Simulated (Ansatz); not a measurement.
This Ansatz 0.2.0 run on BeCr3 needs a look.

input.yaml

```yaml
crystal:
  lattice:
    - [3.511214, 0.0, 0.0]
    - [0.0, 3.511214, 0.0]
    - [0.0, 0.0, 3.511214]
  atoms:
    - { symbol: Cr, position: [0.5, 0.5, 0.0] }
    - { symbol: Cr, position: [0.5, 0.0, 0.5] }
    - { symbol: Cr, position: [0.0, 0.5, 0.5] }
    - { symbol: Be, position: [0.0, 0.0, 0.0] }
hamiltonian:
  xc: pbe
  pseudopotentials: { kind: paw }
magnetization:
  spin_polarized: true
  initial_magnetization: 0.0
  spin_locking: { lock_magnetization: hard }
kpoints:
  mp_grid: { grid: [6, 6, 6] }
scf:
  max_iter: 100
output:
  forces: true
  stress: true
  eigenvalues: true
```

Potentials or basis: Ansatz PAW.

Launch:

```sh
$ ansatz run input.yaml --threads 2 --pin off --max-ram 5632MiB --backend cpu --events-out ev --progress --plain --runs-dir out
```

Output:

```text
Error: YAML parse error: `scf.occupations.method` is required: fixed only where the cell keeps a band gap throughout the run, explicit beside scf.occupations.values (under evaluate: without them), else a smearing such as fermi_dirac (scf.occupations.width is optional; its entry in the input reference gives the default)
```

**Question.** How did it end, and where is the flaw?

**Answer.** The input was rejected before any iteration. The input holds a flaw that was put in on purpose: no occupation method (scf.occupations = left out).
